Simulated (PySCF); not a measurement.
# BBr4−: NMR shieldings, part 2 of 2

PySCF 2.14.0. Atoms count from 0. The steps go on from the part before.

### Step 5. NMR shieldings: B3LYP/pcJ-1 Br:dyall-v2z (B3LYP), spin–orbit

What the job is given:

```
{"job": {"kind": "hnmr", "xc": "B3LYP", "basis": {"default": "pcJ-1", "Br": "dyall-v2z"}, "rel": "so"}, "charge": -1, "multiplicity": 1}
Br    -1.325010    -0.834904     1.355748
B      0.018774    -0.013781     0.078092
Br     1.560497     0.774391     1.133474
Br    -0.880015     1.453992    -0.994612
Br     0.718730    -1.439266    -1.181433
```

With the program's defaults for keys left out, this is: B3LYP/pcJ-1 Br:dyall-v2z GIAO NMR shielding, X2C with spin-orbit coupling, screened-nuclear two-electron part, Gaussian nuclei, gas phase.

Standard output:

```text
spin-free SCF
coarse grid: 34512 points
cycle   1  E = -10450.4448149054  dE = -5.178e-02  |g| = 3.969e-01  |ddm| = 2.248e+00
cycle   2  E = -10450.4234865729  dE =  2.133e-02  |g| = 4.853e-01  |ddm| = 8.743e-01
cycle   3  E = -10450.4763476841  dE = -5.286e-02  |g| = 1.443e-01  |ddm| = 5.185e-01
cycle   4  E = -10450.4808121036  dE = -4.464e-03  |g| = 3.326e-02  |ddm| = 1.500e-01
cycle   5  E = -10450.4809647348  dE = -1.526e-04  |g| = 1.617e-02  |ddm| = 3.605e-02
cycle   6  E = -10450.4809961580  dE = -3.142e-05  |g| = 7.729e-04  |ddm| = 9.451e-03
cycle   7  E = -10450.4809963151  dE = -1.571e-07  |g| = 1.198e-04  |ddm| = 8.249e-04
final grid: 63504 points
cycle   8  E = -10450.4813717458  dE = -9.005e-08  |g| = 1.959e-04  |ddm| = 9.950e-04
cycle   9  E = -10450.4813717432  dE =  2.588e-09  |g| = 1.728e-04  |ddm| = 2.068e-04
cycle  10  E = -10450.4813717469  dE = -3.671e-09  |g| = 6.432e-05  |ddm| = 1.717e-04
converged SCF energy = -10450.4813717469
two-component SCF
cycle   1  E = -10450.2138228463  dE = -1.045e+04  |FDS-SDF| = 4.391e+01
cycle   2  E = -10450.7936948975  dE = -5.799e-01  |FDS-SDF| = 1.555e-01
cycle   3  E = -10450.7940110594  dE = -3.162e-04  |FDS-SDF| = 5.868e-03
cycle   4  E = -10450.7940224265  dE = -1.137e-05  |FDS-SDF| = 3.744e-03
cycle   5  E = -10450.7940235515  dE = -1.125e-06  |FDS-SDF| = 9.187e-04
cycle   6  E = -10450.7940239244  dE = -3.729e-07  |FDS-SDF| = 2.150e-04
cycle   7  E = -10450.7940239349  dE = -1.051e-08  |FDS-SDF| = 1.715e-04
cycle   8  E = -10450.7940239438  dE = -8.917e-09  |FDS-SDF| = 1.298e-05
converged, E = -10450.7940239438

Field gradients (au) and densities at the nuclei (bohr^-3)
atom        Vxx        Vyy        Vzz        centre      nuclear mean
  0 Br    -2.6386    -2.6397     5.2783      40821.092      40761.146
  1 B      0.0001     0.0002    -0.0003         70.866         70.865
  2 Br    -2.6376    -2.6402     5.2777      40821.091      40761.146
  3 Br    -2.6376    -2.6393     5.2769      40821.092      40761.146
  4 Br    -2.6384    -2.6398     5.2782      40821.090      40761.145
without picture change
  0 Br                           5.4536                     66249.837
  2 Br                           5.4530                     66249.836
  3 Br                           5.4522                     66249.836
  4 Br                           5.4535                     66249.835

Core orbital energies (eV)
atom   shell        mean    spread
  0 Br 1s       -13347.746   0.000
  0 Br 2s        -1744.325   0.000
  0 Br 3s         -239.655   0.000
  0 Br 4s          -17.040   0.000
  0 Br 2p1/2     -1569.105   0.000
  0 Br 2p3/2     -1521.802   0.046
  0 Br 3p1/2      -178.466   0.000
  0 Br 3p3/2      -171.545   0.158
  0 Br 3d3/2       -65.345   0.176
  0 Br 3d5/2       -64.268   0.233
  2 Br 1s       -13347.743   0.000
  2 Br 2s        -1744.322   0.000
  2 Br 3s         -239.652   0.000
  2 Br 4s          -17.038   0.000
  2 Br 2p1/2     -1569.102   0.000
  2 Br 2p3/2     -1521.799   0.046
  2 Br 3p1/2      -178.463   0.000
  2 Br 3p3/2      -171.542   0.158
  2 Br 3d3/2       -65.342   0.175
  2 Br 3d5/2       -64.265   0.233
  3 Br 1s       -13347.741   0.000
  3 Br 2s        -1744.320   0.000
  3 Br 3s         -239.650   0.000
  3 Br 4s          -17.035   0.000
  3 Br 2p1/2     -1569.100   0.000
  3 Br 2p3/2     -1521.797   0.046
  3 Br 3p1/2      -178.460   0.000
  3 Br 3p3/2      -171.539   0.158
  3 Br 3d3/2       -65.340   0.175
  3 Br 3d5/2       -64.262   0.233
  4 Br 1s       -13347.750   0.000
  4 Br 2s        -1744.330   0.000
  4 Br 3s         -239.660   0.000
  4 Br 4s          -17.046   0.000
  4 Br 2p1/2     -1569.109   0.000
  4 Br 2p3/2     -1521.807   0.046
  4 Br 3p1/2      -178.470   0.000
  4 Br 3p3/2      -171.549   0.158
  4 Br 3d3/2       -65.350   0.176
  4 Br 3d5/2       -64.272   0.233

Shielding tensors (ppm)
atom      isotropic    diamagn.    paramagn.     s11        s22        s33       span
  0 Br     2497.37     2988.70     -491.33    2238.36    2238.62    3015.14     776.78
  1 B       129.76      178.23      -48.48     129.73     129.75     129.80       0.06
  2 Br     2496.28     2988.70     -492.42    2236.82    2237.31    3014.70     777.87
  3 Br     2495.63     2988.81     -493.18    2235.89    2236.25    3014.75     778.86
  4 Br     2498.28     2988.78     -490.50    2240.13    2240.28    3014.41     774.29
```

Wall time 11 min (1 thread of Arm Neoverse V2, shared host); peak memory 2.3 GiB.

From this job:

| quantity | value |
| --- | --- |
| energy from spin-orbit coupling | -0.3127 Eh |

### Step 6. NMR shieldings: BHandHLYP/pcJ-1 Br:dyall-v2z (BHandHLYP), spin–orbit

What the job is given:

```
{"job": {"kind": "hnmr", "xc": "BHandHLYP", "basis": {"default": "pcJ-1", "Br": "dyall-v2z"}, "rel": "so"}, "charge": -1, "multiplicity": 1}
Br    -1.325010    -0.834904     1.355748
B      0.018774    -0.013781     0.078092
Br     1.560497     0.774391     1.133474
Br    -0.880015     1.453992    -0.994612
Br     0.718730    -1.439266    -1.181433
```

Method: BHandHLYP/pcJ-1 Br:dyall-v2z GIAO NMR shielding, X2C with spin-orbit coupling, screened-nuclear two-electron part, Gaussian nuclei, gas phase.

Standard output:

```text
spin-free SCF
coarse grid: 34512 points
cycle   1  E = -10450.1472390977  dE =  3.711e-02  |g| = 4.358e-01  |ddm| = 2.177e+00
cycle   2  E = -10450.1401090931  dE =  7.130e-03  |g| = 5.031e-01  |ddm| = 8.367e-01
cycle   3  E = -10450.1980396873  dE = -5.793e-02  |g| = 6.497e-02  |ddm| = 4.575e-01
cycle   4  E = -10450.1989252939  dE = -8.856e-04  |g| = 1.723e-02  |ddm| = 6.935e-02
cycle   5  E = -10450.1989682562  dE = -4.296e-05  |g| = 9.879e-03  |ddm| = 2.054e-02
cycle   6  E = -10450.1989792161  dE = -1.096e-05  |g| = 7.607e-04  |ddm| = 5.239e-03
cycle   7  E = -10450.1989795462  dE = -3.301e-07  |g| = 6.732e-05  |ddm| = 1.872e-03
final grid: 63504 points
cycle   8  E = -10450.1992399977  dE = -4.005e-08  |g| = 9.295e-05  |ddm| = 4.950e-04
cycle   9  E = -10450.1992399974  dE =  3.420e-10  |g| = 7.376e-05  |ddm| = 1.411e-04
converged SCF energy = -10450.1992399974
two-component SCF
cycle   1  E = -10449.9321818067  dE = -1.045e+04  |FDS-SDF| = 4.385e+01
cycle   2  E = -10450.5093184556  dE = -5.771e-01  |FDS-SDF| = 3.764e-01
cycle   3  E = -10450.5106357897  dE = -1.317e-03  |FDS-SDF| = 1.983e-02
cycle   4  E = -10450.5107179360  dE = -8.215e-05  |FDS-SDF| = 4.504e-03
cycle   5  E = -10450.5107349808  dE = -1.704e-05  |FDS-SDF| = 2.498e-03
cycle   6  E = -10450.5107379702  dE = -2.989e-06  |FDS-SDF| = 9.254e-04
cycle   7  E = -10450.5107389272  dE = -9.570e-07  |FDS-SDF| = 1.111e-04
cycle   8  E = -10450.5107389369  dE = -9.728e-09  |FDS-SDF| = 6.086e-05
converged, E = -10450.5107389369

Field gradients (au) and densities at the nuclei (bohr^-3)
atom        Vxx        Vyy        Vzz        centre      nuclear mean
  0 Br    -2.6561    -2.6573     5.3134      40793.942      40734.216
  1 B      0.0001     0.0002    -0.0004         70.693         70.692
  2 Br    -2.6550    -2.6574     5.3125      40793.941      40734.216
  3 Br    -2.6550    -2.6566     5.3116      40793.941      40734.216
  4 Br    -2.6560    -2.6575     5.3135      40793.941      40734.215
without picture change
  0 Br                           5.4908                     66195.724
  2 Br                           5.4898                     66195.723
  3 Br                           5.4890                     66195.723
  4 Br                           5.4909                     66195.722

Core orbital energies (eV)
atom   shell        mean    spread
  0 Br 1s       -13425.560   0.000
  0 Br 2s        -1773.022   0.000
  0 Br 3s         -251.878   0.000
  0 Br 4s          -19.764   0.000
  0 Br 2p1/2     -1593.001   0.000
  0 Br 2p3/2     -1545.294   0.035
  0 Br 3p1/2      -188.466   0.000
  0 Br 3p3/2      -181.388   0.138
  0 Br 3d3/2       -71.329   0.174
  0 Br 3d5/2       -70.214   0.230
  2 Br 1s       -13425.557   0.000
  2 Br 2s        -1773.019   0.000
  2 Br 3s         -251.875   0.000
  2 Br 4s          -19.762   0.000
  2 Br 2p1/2     -1592.998   0.000
  2 Br 2p3/2     -1545.290   0.035
  2 Br 3p1/2      -188.463   0.000
  2 Br 3p3/2      -181.385   0.138
  2 Br 3d3/2       -71.326   0.174
  2 Br 3d5/2       -70.210   0.230
  3 Br 1s       -13425.555   0.000
  3 Br 2s        -1773.016   0.000
  3 Br 3s         -251.872   0.000
  3 Br 4s          -19.759   0.000
  3 Br 2p1/2     -1592.995   0.000
  3 Br 2p3/2     -1545.288   0.035
  3 Br 3p1/2      -188.461   0.000
  3 Br 3p3/2      -181.382   0.138
  3 Br 3d3/2       -71.324   0.174
  3 Br 3d5/2       -70.208   0.230
  4 Br 1s       -13425.565   0.000
  4 Br 2s        -1773.027   0.000
  4 Br 3s         -251.883   0.000
  4 Br 4s          -19.770   0.000
  4 Br 2p1/2     -1593.005   0.000
  4 Br 2p3/2     -1545.298   0.035
  4 Br 3p1/2      -188.471   0.000
  4 Br 3p3/2      -181.392   0.138
  4 Br 3d3/2       -71.334   0.174
  4 Br 3d5/2       -70.218   0.231

Shielding tensors (ppm)
atom      isotropic    diamagn.    paramagn.     s11        s22        s33       span
  0 Br     2590.32     2988.83     -398.50    2349.11    2349.38    3072.48     723.37
  1 B       135.02      176.70      -41.69     134.99     135.01     135.06       0.07
  2 Br     2589.25     2988.82     -399.58    2347.60    2348.08    3072.06     724.46
  3 Br     2588.65     2988.93     -400.28    2346.76    2347.10    3072.08     725.32
  4 Br     2591.13     2988.90     -397.77    2350.67    2350.83    3071.88     721.21
```

Run time: 12 min. Hardware: 1 thread of Arm Neoverse V2, shared host; peak memory 2.2 GiB.

In short:

| quantity | value |
| --- | --- |
| energy from spin-orbit coupling | -0.3115 Eh |

### Step 7. Shieldings side by side

| run | Br3 | Br2 | Br0 | Br4 | B1 | time |
| --- | --- | --- | --- | --- | --- | --- |
| step 3, PBE0/pcJ-1 Br:dyall-v2z (PBE0), spin–orbit | 2529.1 | 2529.8 | 2531.0 | 2531.8 | 133.8 | 11 min |
| step 4, KT2/pcJ-1 Br:dyall-v2z (KT2), spin–orbit | 2442.6 | 2443.3 | 2444.5 | 2445.4 | 141.2 | 91 s |
| step 5, B3LYP/pcJ-1 Br:dyall-v2z (B3LYP), spin–orbit | 2495.6 | 2496.3 | 2497.4 | 2498.3 | 129.8 | 11 min |
| step 6, BHandHLYP/pcJ-1 Br:dyall-v2z (BHandHLYP), spin–orbit | 2588.6 | 2589.2 | 2590.3 | 2591.1 | 135.0 | 12 min |

### Step 8. Outcome

This closing draws on all 2 parts.

| quantity | value |
| --- | --- |
| point group | Td |
| rotational constants (main isotopes) | 0.58, 0.58, 0.58 GHz |
| energy from spin-orbit coupling (step 3, PBE0/pcJ-1 Br:dyall-v2z (PBE0), spin–orbit) | -0.3119 Eh |
| shieldings (step 3, PBE0/pcJ-1 Br:dyall-v2z (PBE0), spin–orbit) | Br0 2531.0, B1 133.8, Br2 2529.8, Br3 2529.1, Br4 2531.8 ppm |
| energy from spin-orbit coupling (step 4, KT2/pcJ-1 Br:dyall-v2z (KT2), spin–orbit) | -0.3129 Eh |
| shieldings (step 4, KT2/pcJ-1 Br:dyall-v2z (KT2), spin–orbit) | Br0 2444.5, B1 141.2, Br2 2443.3, Br3 2442.6, Br4 2445.4 ppm |
| energy from spin-orbit coupling (step 5, B3LYP/pcJ-1 Br:dyall-v2z (B3LYP), spin–orbit) | -0.3127 Eh |
| shieldings (step 5, B3LYP/pcJ-1 Br:dyall-v2z (B3LYP), spin–orbit) | Br0 2497.4, B1 129.8, Br2 2496.3, Br3 2495.6, Br4 2498.3 ppm |
| energy from spin-orbit coupling (step 6, BHandHLYP/pcJ-1 Br:dyall-v2z (BHandHLYP), spin–orbit) | -0.3115 Eh |
| shieldings (step 6, BHandHLYP/pcJ-1 Br:dyall-v2z (BHandHLYP), spin–orbit) | Br0 2590.3, B1 135.0, Br2 2589.2, Br3 2588.6, Br4 2591.1 ppm |

What this shows: Over 3 steps the energy fell by 0.008 eV; of the close pairs, B1–Br2 changed most, 2.013 to 2.028 Å. Br3 (with its equivalent atoms) moves most between the runs, by 146 ppm; the labels say what changes from run to run.
